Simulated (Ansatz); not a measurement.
**C3H5BClF: up Jacob's ladder to CCSD(T)**

An exercise on one series of results from a longer session: the logs are not shown, and one member is left open.

Method: functionals in def2-TZVPP, the program's frozen cores in correlated methods; program: Ansatz 0.2.0, Gaussian basis.

The runs, in order: PBE-D4, r2SCAN-D4, PBE0-D4, B3LYP-D4, ωB97X-V, ωB97M-V, B2PLYP; CCSD(T)/def2-TZVPP; MP2/def2-QZVPP; extrapolation to the limit.

## The geometry

The geometry comes from an earlier relaxation with PBE0-D4 in a triple-zeta def2 set; it is a stationary point, not always the lowest conformer.

SMILES `FC1(Cl)CBC1`, 11 atoms, charge 0, spin multiplicity 1.

Atoms are counted from 1 here; the program's logs count them from 0.

Bond lengths: F1–C2 1.360 Å, C2–Cl3 1.790 Å, C2–C4 1.530 Å, C2–C6 1.530 Å, C4–B5 1.578 Å, C4–H7 1.088 Å, C4–H8 1.099 Å, B5–C6 1.578 Å, B5–H9 1.190 Å, C6–H10 1.099 Å, C6–H11 1.088 Å. Angles: F1–C2–Cl3 107.6°, F1–C2–C4 116.6°, F1–C2–C6 116.6°, Cl3–C2–C4 110.8°, Cl3–C2–C6 110.8°, C4–C2–C6 94.1°, C2–C4–B5 85.3°, C2–C4–H7 118.8°, C2–C4–H8 108.1°, B5–C4–H7 125.0°, B5–C4–H8 108.3°, H7–C4–H8 108.9°, C4–B5–C6 90.4°, C4–B5–H9 134.8°, C6–B5–H9 134.8°, C2–C6–B5 85.3°, C2–C6–H10 108.1°, C2–C6–H11 118.8° and more.

As a file:

```
F     1.17852   -1.29512    1.15410
C     0.57807   -0.66555    0.10875
Cl    1.15651   -1.44321   -1.39601
C    -0.95017   -0.60250    0.13465
B    -0.76890    0.87176   -0.39901
C     0.74829    0.85295    0.03557
H    -1.51522   -1.38323   -0.36983
H    -1.27274   -0.55169    1.18361
H    -1.47599    1.65986   -0.94322
H     0.81719    1.23930    1.06171
H     1.56975    1.26033   -0.54971
```

The first run:

in.yaml reads:

```yaml
crystal:
  periodic: [false, false, false]
  atoms:
    - {symbol: F, position_ang: [1.178521, -1.295123, 1.154097]}
    - {symbol: C, position_ang: [0.578071, -0.665548, 0.108747]}
    - {symbol: Cl, position_ang: [1.156512, -1.443211, -1.396013]}
    - {symbol: C, position_ang: [-0.950172, -0.602496, 0.134647]}
    - {symbol: B, position_ang: [-0.768899, 0.871758, -0.399009]}
    - {symbol: C, position_ang: [0.748286, 0.852952, 0.035568]}
    - {symbol: H, position_ang: [-1.515218, -1.383235, -0.369828]}
    - {symbol: H, position_ang: [-1.272744, -0.551687, 1.183614]}
    - {symbol: H, position_ang: [-1.475992, 1.659856, -0.943217]}
    - {symbol: H, position_ang: [0.817186, 1.239302, 1.061708]}
    - {symbol: H, position_ang: [1.569752, 1.260333, -0.549711]}
basis:
  gaussian: {orbitals: def2-TZVPP}
hamiltonian: {xc: pbe, dispersion: d4}
output: {forces: true, orbitals: {seedname: orbitals}}
```

Run with:

```
ansatz run in.yaml --threads 4 --pin off --events-out ev --progress --plain --max-ram 10444MiB
```

Steps of the session up to this table: PBE-D4 (GGA); r2SCAN-D4 (meta-GGA); PBE0-D4 (hybrid); B3LYP-D4 (hybrid); ωB97X-V (range-separated); ωB97M-V (range-separated); B2PLYP (double hybrid); CCSD(T) in def2-TZVPP; MP2 in def2-QZVPP.

One of the session's tables, all rows but one given; the rest of the session is left out.

```
            method  atomisation energy (kJ/mol)
            PBE-D4                       4453.2
         r2SCAN-D4                       4348.5
           PBE0-D4                       4371.8
          B3LYP-D4                       4298.4
           ωB97X-V                       4329.0
           ωB97M-V                       4338.1
            B2PLYP                       4260.2
     HF/def2-TZVPP                       3169.9
    MP2/def2-TZVPP                            ?
   CCSD/def2-TZVPP                       4115.5
CCSD(T)/def2-TZVPP                       4188.4
           MP2/CBS                       4410.5
       CCSD(T)/CBS                       4293.7
```

Estimate the missing values for MP2/def2-TZVPP.

As computed: atomisation energy (kJ/mol): 4305.1. In the column «atomisation energy (kJ/mol)» it lies between B3LYP-D4 (4298.4) and ωB97X-V (4329.0).
